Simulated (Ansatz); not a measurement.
# SnPPt2: the cost of one run

Program: Ansatz 0.2.0. Level of theory: reference: DFT PBE, plane waves, PAW, scalar-relativistic, no spin polarisation. These are calculated values, not measurements.

## (1) The starting structure

The structure is hexagonal, space group P6_3/mmc (No. 194). The conventional cell has a = 4.412 Å, b = 4.412 Å, c = 8.768 Å, α = 90.00°, β = 90.00°, γ = 120.00°. Around Sn (site symmetry -3m) lie 6 Pt at 2.67 Å. P (site symmetry -6m2) has 8 Pt at 2.91 to 2.98 Å as nearest neighbours. Pt (site symmetry 3m) has 3 Sn at 2.67 Å and 4 Pt at 2.81 to 3.00 Å and 4 P at 2.91 to 2.98 Å as nearest neighbours.

As a file:

```cif
data_structure
_symmetry_space_group_name_H-M 'P 1'
_symmetry_Int_Tables_number 1
_cell_length_a 4.4121
_cell_length_b 4.4121
_cell_length_c 8.7683
_cell_angle_alpha 90.000
_cell_angle_beta 90.000
_cell_angle_gamma 60.000
_cell_volume 147.82
loop_
_atom_site_label
_atom_site_type_symbol
_atom_site_fract_x
_atom_site_fract_y
_atom_site_fract_z
_atom_site_occupancy
Sn1 Sn 0.00000 0.00000 0.00000 1
Sn2 Sn 0.00000 0.00000 0.50000 1
P1 P 0.33330 0.33340 0.25000 1
P2 P 0.66660 0.66670 0.75000 1
Pt1 Pt 0.33330 0.33340 0.59000 1
Pt2 Pt 0.66660 0.66670 0.09000 1
Pt3 Pt 0.33330 0.33340 0.91000 1
Pt4 Pt 0.66670 0.66670 0.41000 1
```

## (2) Baseline

input.yaml

```yaml
crystal:
  lattice:
    - [2.206041, 3.820973, 0.0]
    - [-2.206041, 3.820973, 0.0]
    - [0.0, 0.0, 8.768254]
  atoms:
    - { symbol: Sn, position: [0.0, 0.0, 0.0] }
    - { symbol: Sn, position: [0.0, 0.0, 0.5] }
    - { symbol: P, position: [0.3333, 0.3334, 0.25] }
    - { symbol: P, position: [0.6666, 0.6667, 0.75] }
    - { symbol: Pt, position: [0.3333, 0.3334, 0.59] }
    - { symbol: Pt, position: [0.6666, 0.6667, 0.09] }
    - { symbol: Pt, position: [0.3333, 0.3334, 0.91] }
    - { symbol: Pt, position: [0.6667, 0.6667, 0.41] }
  symmetry: { tolerance: 0.0003 }
kpoints:
  mp_grid: { grid: [5, 5, 2], shift: [0, 0, 0] }
magnetization:
  spin_polarized: false
scf:
  occupations: { method: fermi_dirac, width: 0.1269 }
hamiltonian:
  pseudopotentials: { kind: paw }
  xc: pbe
basis:
  ecutwfc: 420
output:
  forces: true
  stress: true
  eigenvalues: true
relax:
  max_steps: 40
  cell: {}
```

Command:

```
$ ansatz run input.yaml --threads 1 --pin off --max-ram 2560MiB --backend cpu --events-out ev --progress --plain --runs-dir out
```

**Question.** How long does this run take on 1 thread of AMD EPYC 7R43 (Zen 3), shared host, and how much memory does it need?

About 3 min, with a peak of 0.6 GiB.
